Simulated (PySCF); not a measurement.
# C₆H₁₆BN: NMR shifts in solvents

Aim: compute the NMR shifts of C₆H₁₆BN (`C[C@H]1C[BH2-][N+](C)(C)C1`), and see what a dielectric continuum does where one was used.

The runs use PySCF 2.14.0, with density-fitted response routines of our own; the level of theory stands in each step. All values are computed, except where a source is named. Atoms count from 0, in the outputs and in this text.

## 1. The starting structure

24 atoms, charge 0, multiplicity 1; geometry from: GFN2-xTB. The atoms were then displaced at random by about 0.01 Å, so the start is not that level's minimum.

Bonds of the start (Å): C0–C1 1.54, C1–C2 1.53, C2–B3 1.58, B3–N4 1.69, N4–C5 1.46, N4–C6 1.45, N4–C7 1.48, C7–C1 1.52, C0–H8 1.08, C0–H9 1.07, C0–H10 1.10, C1–H11 1.09, C2–H12 1.10, C2–H13 1.10, B3–H14 1.22, B3–H15 1.21, C5–H16 1.09, C5–H17 1.10, C5–H18 1.08, C6–H19 1.12, C6–H20 1.06, C6–H21 1.11, C7–H22 1.11, C7–H23 1.09.

## 2. Relaxing the molecule at PBE0-D3(BJ)/def2-SVP

What the job is given:

```
{"job": {"xc": "PBE0", "basis": "def2-SVP", "d3": "d3bj", "grid": 1, "shake": 0.01, "kind": "geom"}, "charge": 0, "multiplicity": 1}
C      2.768590    -0.234670    -0.249530
C      1.306550    -0.410790     0.217330
C      0.889960     0.487190     1.385750
B     -0.673010     0.718010     1.265100
N     -1.018530     0.025530    -0.240630
C     -1.940300     0.840110    -1.028840
C     -1.570910    -1.307070    -0.074210
C      0.319990    -0.040170    -0.874530
H      3.439200    -0.435370     0.570890
H      2.971560    -0.860310    -1.089620
H      2.904020     0.819990    -0.548590
H      1.194610    -1.458090     0.502390
H      1.421880     1.444740     1.301520
H      1.207560     0.041390     2.342770
H     -1.366160     0.107090     2.062400
H     -1.021840     1.876190     1.198780
H     -2.093340     0.399650    -2.015010
H     -2.900600     0.914290    -0.503970
H     -1.539310     1.831500    -1.145190
H     -2.571130    -1.227540     0.425810
H     -0.942020    -1.910010     0.534830
H     -1.703720    -1.809980    -1.056550
H      0.302100    -0.741260    -1.728680
H      0.550560     0.949200    -1.257990
```

The run is started by

```sh
> OMP_NUM_THREADS=1 python probes_run.py task.json out
```

One launch serves the whole session: the jobs run in the order shown.

Log:

```text
step   0  E = -317.27155008  max force = 0.033597
step   1  E = -317.27672379  max force = 0.005339
step   2  E = -317.27688233  max force = 0.001176
step   3  E = -317.27690135  max force = 0.000256
step   4  E = -317.27691131  max force = 0.000350
optimisation converged
```

It took 78 s on 1 thread of Intel Xeon Platinum 8488C, shared host; peak memory 0.89 GiB.

Along the way:

```csv
step,energy from step 0 (eV),largest force component (eV/Å)
0,0.0000,1.7276
1,-0.1408,0.2745
2,-0.1451,0.0605
3,-0.1456,0.0132
4,-0.1459,0.0180
```

Distances of close pairs at the start and the end, largest changes first:

```csv
bond,before (Å),after (Å),change (Å)
C2–B3,1.585,1.632,+0.047
C0–H9,1.067,1.102,+0.035
C6–H20,1.063,1.095,+0.032
C6–H19,1.121,1.096,-0.025
C0–C1,1.545,1.521,-0.024
C0–H8,1.078,1.100,+0.022
C5–H18,1.076,1.096,+0.020
N4–C6,1.452,1.471,+0.019
```

The next job starts from the end point, and lists it.

```csv
at the end point,value
point group (found at 0.08 Å tolerance),C1
"rotational constants (GHz, main isotopes)","3.333, 1.454, 1.329"
dipole moment (D),4.40
```

## 3. NMR shieldings: PBE0/pcSseg-1 in chloroform

What the job is given:

```
{"job": {"kind": "nmr", "xc": "PBE0", "basis": "pcSseg-1", "solvent": "chloroform", "pop": true}, "charge": 0, "multiplicity": 1}
C      2.738690     0.028863    -0.106060
C      1.306599    -0.117421     0.383943
C      0.917352     0.767280     1.575890
B     -0.694468     1.002233     1.476123
N     -1.036954     0.321130    -0.027595
C     -1.978885     1.138561    -0.800168
C     -1.596598    -1.028533     0.143413
C      0.291401     0.251338    -0.687304
H      3.447797    -0.224453     0.696081
H      2.957740    -0.625678    -0.965354
H      2.943748     1.068905    -0.409860
H      1.151956    -1.178465     0.651764
H      1.457581     1.726669     1.487815
H      1.248108     0.313403     2.523543
H     -1.391921     0.391000     2.278685
H     -1.035523     2.176942     1.385186
H     -2.165645     0.687947    -1.789273
H     -2.924670     1.213773    -0.248171
H     -1.567170     2.147142    -0.919628
H     -2.550215    -0.953531     0.679011
H     -0.914920    -1.639203     0.744445
H     -1.754755    -1.506683    -0.838016
H      0.256258    -0.437925    -1.549540
H      0.517391     1.260644    -1.066060
```

Level: GIAO PBE0/pcSseg-1 NMR shielding, non-relativistic, IEF-PCM chloroform.

Log:

```text
coarse grid: 18584 points
cycle   1  E = -317.3282358787  dE =  6.720e-01  |g| = 5.046e-01  |ddm| = 4.024e+00
cycle   2  E = -317.3155359649  dE =  1.270e-02  |g| = 5.847e-01  |ddm| = 1.050e+00
cycle   3  E = -317.4008246742  dE = -8.529e-02  |g| = 6.092e-02  |ddm| = 5.380e-01
cycle   4  E = -317.4014645722  dE = -6.399e-04  |g| = 3.099e-02  |ddm| = 7.602e-02
cycle   5  E = -317.4016823816  dE = -2.178e-04  |g| = 6.803e-03  |ddm| = 2.993e-02
cycle   6  E = -317.4016917826  dE = -9.401e-06  |g| = 2.322e-03  |ddm| = 7.281e-03
final grid: 175400 points
cycle   7  E = -317.4485466718  dE = -7.439e-05  |g| = 1.084e-02  |ddm| = 4.478e-02
cycle   8  E = -317.4485341276  dE =  1.254e-05  |g| = 1.295e-02  |ddm| = 2.278e-02
cycle   9  E = -317.4485780662  dE = -4.394e-05  |g| = 1.077e-03  |ddm| = 1.250e-02
cycle  10  E = -317.4485782951  dE = -2.289e-07  |g| = 3.219e-04  |ddm| = 9.616e-04
cycle  11  E = -317.4485783143  dE = -1.921e-08  |g| = 8.376e-05  |ddm| = 2.453e-04
cycle  12  E = -317.4485783156  dE = -1.328e-09  |g| = 3.160e-05  |ddm| = 9.530e-05
cycle  13  E = -317.4485783159  dE = -2.353e-10  |g| = 2.351e-06  |ddm| = 2.841e-05
converged SCF energy = -317.4485783159

GIAO shielding tensors (ppm)
atom      isotropic    diamagn.    paramagn.     s11        s22        s33       span
  0 C      163.391     244.964     -81.573    145.748    157.459    186.965     41.217
  1 C      149.037     248.826     -99.789    124.766    157.354    164.990     40.225
  2 C      161.370     249.371     -88.001    137.688    155.482    190.940     53.253
  3 B      105.582     187.270     -81.688     79.496     97.006    140.244     60.748
  4 N      196.903     321.387    -124.484    170.114    194.532    226.064     55.950
  5 C      130.360     246.209    -115.849     98.856    113.958    178.266     79.411
  6 C      132.388     249.276    -116.888     95.826    123.219    178.119     82.293
  7 C      111.825     252.641    -140.816     74.428    107.351    153.695     79.267
  8 H       29.924      28.269       1.655     25.509     27.379     36.885     11.376
  9 H       30.119      29.083       1.037     25.113     27.599     37.646     12.532
 10 H       30.626      29.766       0.860     26.774     28.873     36.230      9.456
 11 H       29.151      33.835      -4.684     24.861     29.342     33.250      8.389
 12 H       30.855      32.352      -1.498     26.793     29.519     36.252      9.459
 13 H       30.439      31.337      -0.898     26.661     27.451     37.204     10.543
 14 H       29.006      31.847      -2.842     25.278     28.488     33.251      7.973
 15 H       29.013      32.066      -3.053     25.142     29.209     32.690      7.548
 16 H       28.880      29.415      -0.535     25.002     26.062     35.576     10.574
 17 H       28.500      28.894      -0.395     24.725     25.646     35.128     10.403
 18 H       28.742      30.035      -1.293     24.677     26.611     34.940     10.263
 19 H       28.788      30.600      -1.812     24.973     26.329     35.061     10.088
 20 H       28.329      31.885      -3.556     23.545     27.556     33.885     10.340
 21 H       29.337      31.024      -1.687     25.466     26.408     36.137     10.672
 22 H       28.861      34.246      -5.384     24.701     28.870     33.013      8.312
 23 H       29.068      34.730      -5.662     24.474     29.758     32.972      8.498
```

Wall time 42 s (1 thread of Intel Xeon Platinum 8488C, shared host); peak memory 1.2 GiB.

Shifts follow as δ = σ(reference) − σ, with reference shieldings (ppm) from runs at the same level and on the same kind of geometry: ¹H TMS 31.25, ¹³C TMS 185.2, ¹⁵N NH3 267.8, ¹¹B BF3·OEt2 101.2. The references are single molecules in the same continuum, so shifts against H2O, NH3, PH3, H3PO4 or CFCl3 are not on the usual liquid scales and can be off by tens of ppm. Atoms listed in one row are averaged.

```csv
atoms,environment,σ (ppm),δ (ppm)
C7,sp3 CH2 bonded to N,111.8,73.3
C5,methyl carbon bonded to N,130.4,54.8
C6,methyl carbon bonded to N,132.4,52.8
C1,sp3 CH in a ring,149.0,36.1
C2,sp3 CH2 bonded to B,161.4,23.8
C0,methyl carbon,163.4,21.8
"H16, H17, H18",hydrogen on a methyl carbon bonded to N,28.71,2.54
"H19, H20, H21",hydrogen on a methyl carbon bonded to N,28.82,2.43
H22,hydrogen on an sp3 CH2 bonded to N,28.86,2.39
H14,"hydrogen on a boron bonded to C, N, in a 5-membered ring",29.01,2.24
H15,"hydrogen on a boron bonded to C, N, in a 5-membered ring",29.01,2.23
H23,hydrogen on an sp3 CH2 bonded to N,29.07,2.18
H11,hydrogen on an sp3 CH in a ring,29.15,2.10
"H8, H9, H10",hydrogen on a methyl carbon,30.22,1.02
H13,hydrogen on an sp3 CH2 bonded to B,30.44,0.81
H12,hydrogen on an sp3 CH2 bonded to B,30.85,0.39
B3,"boron bonded to C, N, 2 H, in a 5-membered ring",105.6,-4.4
N4,donor nitrogen of a Lewis adduct,196.9,70.9
```

Charges from the same density, by scheme (e):

```csv
atoms,Mulliken,IAO,Hirshfeld,ESP fit
C0,-0.21,-0.41,-0.12,-0.62
C1,-0.38,-0.09,-0.02,0.38
C2,-0.35,-0.39,-0.16,-0.30
B3,0.15,-0.21,-0.04,0.07
N4,-0.69,-0.02,0.04,0.34
C5,-0.08,-0.30,-0.05,-0.50
C6,-0.10,-0.30,-0.05,-0.49
C7,0.04,-0.15,-0.01,-0.36
```

Mayer bond orders: C0–C1 1.06, C1–C2 1.00, C2–B3 0.94, B3–N4 0.55, N4–C5 0.92, N4–C6 0.91, N4–C7 0.88, C7–C1 0.99.

Ring of atoms C1, C2, B3, N4, C7: NICS(0) -5.4, NICS(1) -3.2, NICS(1)zz -1.7 ppm (means of both faces).

## 4. Shielding tensors: PBE0/pcSseg-1 in tetrahydrofuran

Settings changed since step 3:

```diff
@@ -1,2 +1,2 @@
-{"job": {"kind": "nmr", "xc": "PBE0", "basis": "pcSseg-1", "solvent": "chloroform", "pop": true}, "charge": 0, "multiplicity": 1}
+{"job": {"kind": "nmr", "xc": "PBE0", "basis": "pcSseg-1", "solvent": "tetrahydrofuran", "pop": false}, "charge": 0, "multiplicity": 1}
 C      2.738690     0.028863    -0.106060
```

With the program's defaults for keys left out, this is: GIAO PBE0/pcSseg-1 NMR shielding, non-relativistic, IEF-PCM tetrahydrofuran.

Log:

```text
coarse grid: 18584 points
cycle   1  E = -317.3300599741  dE =  6.702e-01  |g| = 5.027e-01  |ddm| = 4.024e+00
cycle   2  E = -317.3177205770  dE =  1.234e-02  |g| = 5.818e-01  |ddm| = 1.037e+00
cycle   3  E = -317.4020269977  dE = -8.431e-02  |g| = 6.072e-02  |ddm| = 5.290e-01
cycle   4  E = -317.4026597333  dE = -6.327e-04  |g| = 3.092e-02  |ddm| = 7.501e-02
cycle   5  E = -317.4028762897  dE = -2.166e-04  |g| = 6.751e-03  |ddm| = 2.982e-02
cycle   6  E = -317.4028855731  dE = -9.283e-06  |g| = 2.288e-03  |ddm| = 7.148e-03
final grid: 175400 points
cycle   7  E = -317.4497324636  dE = -7.453e-05  |g| = 1.080e-02  |ddm| = 4.475e-02
cycle   8  E = -317.4497204271  dE =  1.204e-05  |g| = 1.283e-02  |ddm| = 2.258e-02
cycle   9  E = -317.4497636178  dE = -4.319e-05  |g| = 1.050e-03  |ddm| = 1.231e-02
cycle  10  E = -317.4497638347  dE = -2.169e-07  |g| = 3.216e-04  |ddm| = 9.413e-04
cycle  11  E = -317.4497638540  dE = -1.924e-08  |g| = 8.318e-05  |ddm| = 2.459e-04
cycle  12  E = -317.4497638553  dE = -1.312e-09  |g| = 3.133e-05  |ddm| = 9.519e-05
cycle  13  E = -317.4497638555  dE = -2.294e-10  |g| = 2.345e-06  |ddm| = 2.829e-05
converged SCF energy = -317.4497638555

GIAO shielding tensors (ppm)
atom      isotropic    diamagn.    paramagn.     s11        s22        s33       span
  0 C      163.464     244.980     -81.516    145.832    157.501    187.060     41.227
  1 C      149.105     248.818     -99.714    124.709    157.545    165.060     40.350
  2 C      161.532     249.450     -87.917    137.881    155.591    191.124     53.243
  3 B      105.640     187.232     -81.592     79.573     97.160    140.187     60.614
  4 N      196.901     321.280    -124.379    169.886    194.644    226.172     56.286
  5 C      130.419     246.201    -115.782     98.935    114.002    178.320     79.385
  6 C      132.463     249.289    -116.826     95.924    123.269    178.196     82.272
  7 C      111.993     252.597    -140.605     74.744    107.447    153.787     79.042
  8 H       29.941      28.276       1.665     25.522     27.398     36.904     11.382
  9 H       30.099      29.058       1.040     25.089     27.572     37.635     12.546
 10 H       30.623      29.760       0.863     26.765     28.873     36.232      9.467
 11 H       29.129      33.809      -4.680     24.834     29.312     33.241      8.407
 12 H       30.885      32.383      -1.498     26.823     29.556     36.275      9.452
 13 H       30.473      31.378      -0.905     26.701     27.491     37.226     10.525
 14 H       29.051      31.940      -2.889     25.338     28.543     33.273      7.935
 15 H       29.059      32.154      -3.095     25.200     29.265     32.710      7.510
 16 H       28.829      29.347      -0.518     24.944     26.010     35.533     10.589
 17 H       28.502      28.879      -0.377     24.727     25.642     35.137     10.409
 18 H       28.746      30.025      -1.279     24.677     26.609     34.952     10.276
 19 H       28.790      30.593      -1.802     24.972     26.326     35.073     10.100
 20 H       28.331      31.874      -3.543     23.543     27.551     33.900     10.357
 21 H       29.283      30.958      -1.675     25.406     26.348     36.095     10.688
 22 H       28.810      34.180      -5.371     24.633     28.808     32.987      8.354
 23 H       29.053      34.698      -5.645     24.442     29.749     32.968      8.525
```

Run time: 44 s. Hardware: 1 thread of Intel Xeon Platinum 8488C, shared host; peak memory 1.2 GiB.

This run: δ C7 73.3, C5 54.9, C6 52.8, C1 36.2, H16 2.55, H19 2.44 ppm (means over like atoms).

## 5. Run by run: NMR shifts

Shifts (ppm) of some atoms, chosen among heavy atoms and hydrogens apart, with basis size and wall time:

```csv
run,C7,C5,C1,C0,H22,H14,N4,functions,time
PBE0/pcSseg-1 in chloroform,73.3,54.8,36.1,21.8,2.39,2.24,70.9,216,42 s
PBE0/pcSseg-1 in tetrahydrofuran,73.3,54.9,36.2,21.8,2.43,2.19,71.2,216,44 s
```

The continuum's effect on the ground state:

```csv
solvent,ε,polarisation energy (Eh),μ (D)
chloroform,4.71,-0.0088,5.48
tetrahydrofuran,7.43,-0.0104,5.66
```

## 6. Results

| quantity | value |
| --- | --- |
| point group | C1 |
| rotational constants (main isotopes) | 3.33, 1.45, 1.33 GHz |
| ¹³C shifts against TMS (PBE0/pcSseg-1, chloroform) | 73.3, 54.8, 52.8, 36.1, 23.8, 21.8 ppm |
| ¹H shifts against TMS (PBE0/pcSseg-1, chloroform, means over atoms taken as alike) | 2.54, 2.43, 2.39, 2.24, 2.23, 2.18, 2.10, 1.02, 0.81, 0.39 ppm |
| ¹¹B shifts against BF3·OEt2 (PBE0/pcSseg-1, chloroform) | -4.4 ppm |
| ¹⁵N shifts against NH3 (PBE0/pcSseg-1, chloroform) | 70.9 ppm |
| range of the shift of N4 | 70.9 to 71.2 ppm |

In words: The optimisation took 4 steps and gained 0.146 eV; among the close pairs (by a distance rule), C2–B3 changed most, from 1.585 to 1.632 Å. No frequency check was run at this level, so the end point may be a saddle. In ppm, N4 moves most: its shift spreads over 0.3 ppm, from 70.9 (PBE0/pcSseg-1 in chloroform) to 71.2 (PBE0/pcSseg-1 in tetrahydrofuran). Most of that comes from the computed reference, not from the atom's own shielding. The continuum holds electrostatics alone: no hydrogen bonds to the solvent, and the gas-phase geometry is kept.
